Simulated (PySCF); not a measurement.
# C₆H₁₀Si: runs on many settings, part 2 of 2

PySCF 2.14.0. Atoms count from 0. The steps go on from the part before.

### 5 Ultraviolet spectrum: HF/pcSseg-0

Job settings and geometry (Å):

```
{"job": {"kind": "uv", "xc": "HF", "basis": "pcSseg-0", "nstates": 6, "ntriplets": 0, "tda": false}, "charge": 0, "multiplicity": 1}
C     -2.691948     0.115143     0.220314
C     -1.792279     0.397259    -0.712828
C     -0.365954     0.061787    -0.678965
Si     0.218047    -1.685520    -0.217594
C      0.359949    -0.018894     0.681630
C      1.655388     0.646701     0.844646
C      2.568167     0.839920    -0.098196
H     -3.723706     0.401614     0.112880
H     -2.438945    -0.405828     1.128708
H     -2.115644     0.913504    -1.609232
H      0.201787     0.584736    -1.439738
H      1.420967    -2.200389    -0.843629
H     -0.796343    -2.623326     0.224979
H     -0.295965     0.139155     1.529625
H      1.865522     0.990349     1.850837
H      3.496254     1.342182     0.111752
H      2.427707     0.513637    -1.115100
```

Method: TDDFT HF/pcSseg-0, vertical, gas phase, core orbitals frozen in the response.

What it wrote:

```text
final grid: 132896 points
cycle   1  E = -520.8280716670  dE =  1.587e+00  |g| = 4.000e-01  |ddm| = 4.291e+00
cycle   2  E = -520.8933765212  dE = -6.530e-02  |g| = 1.332e-01  |ddm| = 1.221e+00
cycle   3  E = -520.8989175167  dE = -5.541e-03  |g| = 6.302e-02  |ddm| = 2.978e-01
cycle   4  E = -520.9002307031  dE = -1.313e-03  |g| = 1.036e-02  |ddm| = 1.637e-01
cycle   5  E = -520.9002745049  dE = -4.380e-05  |g| = 2.357e-03  |ddm| = 3.771e-02
cycle   6  E = -520.9002791601  dE = -4.655e-06  |g| = 7.423e-04  |ddm| = 1.321e-02
cycle   7  E = -520.9002794882  dE = -3.281e-07  |g| = 2.538e-04  |ddm| = 3.696e-03
cycle   8  E = -520.9002795471  dE = -5.892e-08  |g| = 7.827e-05  |ddm| = 1.938e-03
cycle   9  E = -520.9002795514  dE = -4.263e-09  |g| = 2.196e-05  |ddm| = 4.049e-04
cycle  10  E = -520.9002795518  dE = -3.558e-10  |g| = 7.346e-06  |ddm| = 7.699e-05
converged SCF energy = -520.9002795518

Static polarisability (au): isotropic 79.618, principal 61.911 73.806 103.139

Singlet excitations
state   eV       nm        f      main configurations
  1   6.4863    191.1   0.30184   H->L 0.89
  2   6.5686    188.8   0.46504   H-1->L 0.72, H->L+1 0.16
  3   7.6442    162.2   0.05695   H->L+1 0.69, H-1->L 0.15
  4   7.9145    156.7   0.00999   H-1->L+1 0.49, H-1->L+2 0.11, H-2->L 0.10
  5   8.3821    147.9   0.01676   H->L+2 0.78
  6   8.3827    147.9   0.00071   H->L+3 0.54, H->L+4 0.24
```

Run time: 2.1 s. Hardware: 1 thread of Arm Neoverse V1, shared host; peak memory 0.38 GiB.

Key values: HOMO -8.66 eV, LUMO 3.12 eV; lowest singlet 6.49 eV.

### 6 Shielding tensors: B97-D/pcseg-1

Settings changed since step 5:

```diff
@@ -1,2 +1,2 @@
-{"job": {"kind": "uv", "xc": "HF", "basis": "pcSseg-0", "nstates": 6, "ntriplets": 0, "tda": false}, "charge": 0, "multiplicity": 1}
+{"job": {"kind": "nmr", "xc": "B97-D", "basis": "pcseg-1", "pop": true, "scf": {"conv": 1e-08, "aux": "def2-universal-jkfit"}}, "charge": 0, "multiplicity": 1}
 C     -2.691948     0.115143     0.220314
```

Level: GIAO B97-D/pcseg-1 NMR shielding, non-relativistic, gas phase.

What it wrote:

```text
final grid: 132896 points
cycle   1  E = -523.6879695378  dE =  6.560e-01  |g| = 5.912e-01  |ddm| = 4.326e+00
cycle   2  E = -523.4372090592  dE =  2.508e-01  |g| = 1.052e+00  |ddm| = 2.361e+00
cycle   3  E = -523.7894504364  dE = -3.522e-01  |g| = 1.525e-01  |ddm| = 1.882e+00
cycle   4  E = -523.7956745842  dE = -6.224e-03  |g| = 7.306e-02  |ddm| = 2.889e-01
cycle   5  E = -523.7967910912  dE = -1.117e-03  |g| = 3.556e-02  |ddm| = 1.117e-01
cycle   6  E = -523.7971770993  dE = -3.860e-04  |g| = 8.001e-03  |ddm| = 4.768e-02
cycle   7  E = -523.7971951924  dE = -1.809e-05  |g| = 2.034e-03  |ddm| = 1.214e-02
cycle   8  E = -523.7971964270  dE = -1.235e-06  |g| = 2.691e-04  |ddm| = 3.745e-03
cycle   9  E = -523.7971964505  dE = -2.354e-08  |g| = 4.665e-05  |ddm| = 5.508e-04
cycle  10  E = -523.7971964510  dE = -4.372e-10  |g| = 3.094e-05  |ddm| = 1.044e-04
converged SCF energy = -523.7971964510

GIAO shielding tensors (ppm)
atom      isotropic    diamagn.    paramagn.     s11        s22        s33       span
  0 C       87.182     256.534    -169.352     -8.596     94.672    175.471    184.068
  1 C       50.765     250.625    -199.859    -58.385     48.680    162.001    220.386
  2 C      161.332     254.353     -93.021    133.625    151.390    198.981     65.356
  3 Si     436.345     883.998    -447.653    339.462    367.087    602.486    263.024
  4 C      161.427     254.348     -92.921    133.693    151.519    199.070     65.376
  5 C       50.756     250.631    -199.874    -58.465     48.762    161.972    220.438
  6 C       87.182     256.527    -169.345     -8.654     94.721    175.480    184.134
  7 H       27.169      28.482      -1.313     24.968     25.982     30.556      5.589
  8 H       27.311      34.619      -7.308     23.488     25.661     32.785      9.296
  9 H       25.051      30.255      -5.203     23.180     23.964     28.010      4.830
 10 H       29.954      34.831      -4.877     24.743     29.382     35.738     10.995
 11 H       28.979      31.865      -2.887     23.872     27.365     35.699     11.827
 12 H       28.982      31.866      -2.883     23.875     27.374     35.698     11.824
 13 H       29.958      34.840      -4.883     24.736     29.391     35.745     11.009
 14 H       25.051      30.261      -5.210     23.175     23.965     28.014      4.839
 15 H       27.171      28.489      -1.317     24.965     25.984     30.565      5.600
 16 H       27.313      34.617      -7.303     23.489     25.668     32.784      9.294
```

Run time: 25 s. Hardware: 1 thread of Arm Neoverse V1, shared host; peak memory 0.64 GiB.

Key values: δ C1 140.8, C0 104.4, C2 30.2, Si3 -108.9, H9 6.93, H7 4.81 ppm (means over like atoms).

### 7 Run by run: NMR shifts

Shifts (ppm) of some atoms, chosen among heavy atoms and hydrogens apart, means over like atoms, with basis size and wall time:

```tsv
run	C1	C0	C2	H9	H7	H10	Si3	functions	time
PBE0/pcSseg-1	150.2	112.0	25.8	7.08	4.99	1.95	-98.8	176	23 s
B97-D/pcseg-1	140.8	104.4	30.2	6.93	4.81	2.03	-108.9	152	25 s
```

### 8 Side by side: electronic excitations

Excitations and ground-state properties, with basis size and wall time:

```tsv
run	lowest singlet (eV)	brightest (eV)	f	gap (eV)	α (Å³)	μ (D)	functions	time
PBE0/def2-SVPD	4.94	5.53	0.195	5.75	15.01	0.64	224	36 s
HF/pcSseg-0	6.49	6.57	0.465	11.78	11.80	1.01	87	2.1 s
```

### 9 Results

What follows sums up all 2 parts.

| quantity | value |
| --- | --- |
| ¹³C shifts against TMS (PBE0/pcSseg-1, means over atoms taken as alike) | 150.2, 112.0, 25.8 ppm |
| ¹H shifts against TMS (PBE0/pcSseg-1, means over atoms taken as alike) | 7.08, 4.99, 4.68, 3.00, 1.95 ppm |
| ²⁹Si shifts against TMS (PBE0/pcSseg-1) | -98.8 ppm |
| lowest singlet (PBE0/def2-SVPD) | 4.94 eV (251 nm), f = 0.111 |
| brightest single state of those computed | state 3, 5.53 eV, f = 0.195 |
| lowest triplet | 3.65 eV |
| largest coupling of the table (PW91/6-31++G**) | ¹J(Si,H) Si3–H11, -223.7 Hz |
| range of the shift of Si3 | -108.9 to -98.8 ppm |
| range of the lowest singlet | 4.94 to 6.49 eV |

**Reading.** Single values in the summary come from the first run of each kind that ended normally (PBE0/pcSseg-1; PBE0/def2-SVPD; PW91/6-31++G**), which need not be the best level. The most deshielded carbon is C1, C5 (mean) (alkene CH), at 150.2 ppm: as expected for a trigonal carbon in a double bond. The lowest singlet, at 4.94 eV, is HOMO→LUMO 0.96 and is bright; of the 6 states computed, the strongest absorption comes from state 3 at 5.53 eV. The lowest triplet lies 1.28 eV below the lowest singlet (triplets in Tamm-Dancoff, singlets in full TDDFT). Of the pairs tabulated at PW91/6-31++G**, Si3–H11 (mean over like pairs) couples most strongly (-223.7 Hz; Fermi contact -223.7 Hz). Couplings across rotatable bonds belong to this one conformer; where others are populated, the observed values are averages. Across the 2 runs the shift of Si3 moves most, between -108.9 (B97-D/pcseg-1) and -98.8 ppm (PBE0/pcSseg-1). The lowest singlet runs from 4.94 eV (PBE0/def2-SVPD) to 6.49 eV (HF/pcSseg-0), while the orbital gap spans 5.75 to 11.78 eV. The lowest state need not be the same one in every run. Couplings from bases without tight functions are rough.
